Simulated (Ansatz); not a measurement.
What does this script print? It uses Ansatz's Python interface.

Contents of `POSCAR`:
```text
Pt
1.0
   2.76066562    0.00000000    0.00000000
  -1.38033281    2.39080655    0.00000000
   0.00000000    0.00000000    4.79213400
Pt
2
Direct
   0.66666667    0.33333333    0.75000000
   0.33333333    0.66666667    0.25000000
```

Script `pt_dfpt.py`:
```python
'''Zone-centre and zone-boundary phonons of Pt by linear response.'''

from pathlib import Path

import ansatz
from ase.io import read
import numpy as np

atoms = read('POSCAR', format='vasp')
structure = ansatz.Crystal.from_ase(atoms)

base = (
    structure.calculation()
    .functional('LDA')
    .pseudopotentials('paw')
    .basis(550)
    .occupations('fermi_dirac', width=0.05)
    .kpoints(12, 12, 6)
    .phonons('dfpt', points=[(0, 0, 0), (0.5, 0, 0.5)])
)
outcome = base.run(runs_dir='runs')
ph = outcome.phonons

for q in ph.qpoints:
    thz = np.asarray(q.omega_inv_cm) / 33.35641
    print('q = ({:.2f}, {:.2f}, {:.2f})'.format(*q.q_frac), np.round(thz, 2) + 0.0, 'THz')
```

```console
$ python pt_dfpt.py
RunWarning: eigensolver did not converge (k=4): 1 band(s) unlocked after 20 sweeps at ethr=1.00e-12 eV (lowest unlocked band 21, counted from 0; max residual 5.74e-6 eV among the unlocked bands, 5.74e-6 eV over every band); it also stands for any lines of this kind, at other spin channels or k-points, that are folded behind it: those get no warning and are in no list of notices (the docstring of `ansatz.RunWarning` has the rule; a callback given to `ansatz.Run.execute(on_event=...)` receives each)
q = (0.00, 0.00, 0.00) [-1.26 -1.26  0.    0.    0.    4.37] THz
q = (0.50, 0.00, 0.50) [2.55 2.55 2.67 2.67 4.68 4.68] THz
```
(Warnings from the package without file and line.)

Notes:
- The cell isn't relaxed first, so the values belong to this volume.
- The mesh is modest for a metal, so energies can be off by several to tens of meV an atom and pressures by half a GPa or more; differences at equal mesh fare better.
- A negative frequency stands for an imaginary mode.
- Spin-orbit coupling, which matters for elements this heavy, is left out.
- This isn't the structure that Pt takes at ambient conditions.
- The structure is taken as given; imaginary modes can come from an unrelaxed or unstable start. Phonons of metals also depend on mesh and smearing.
- It ran for 86 s on 1 thread of Intel(R) Xeon(R) Processor @ 2.30GHz (shared host), peak memory 1.1 GiB.
